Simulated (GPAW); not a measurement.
The system is BaZrO3.

```xyz
5
Lattice="4.1913 0.0000 0.0000 0.0000 4.1913 0.0000 0.0000 0.0000 4.1913" Properties=species:S:1:pos:R:3 pbc="T T T"
Ba    0.0000    0.0000    0.0000
Zr    2.0957    2.0957    2.0957
O     2.0957    2.0957    0.0000
O     2.0957    0.0000    2.0957
O     0.0000    2.0957    2.0957
```

Base run:

```yaml
Program: GPAW 26.7.0
Functional: PBEsol
Potentials_or_basis: PAW data sets generated in the run's folder for this functional
Cutoff: 800 eV
Basis: pw
k_mesh: 6 × 6 × 6
Occupations: fermi-dirac, width 0.05 eV
Spin: no spin polarisation
Hubbard_terms: Zr d U = 3 eV
```

Its results: band gap on the k mesh 3.70 eV, indirect (least direct gap 3.98 eV); pressure 1.2 GPa.

Problem. After a change of settings the same cell gave: band gap on the k mesh 3.90 eV, indirect (least direct gap 4.20 eV); pressure 2.2 GPa. Which change was it?
A. hubbard terms from Zr d U = 3 eV to Zr d U = 2 eV
B. hubbard terms from Zr d U = 3 eV to none
C. hubbard terms from Zr d U = 3 eV to Zr d U = 4 eV

Solution. C.

Caveats: spin-orbit coupling is left out, which moves the levels of the heavy elements.
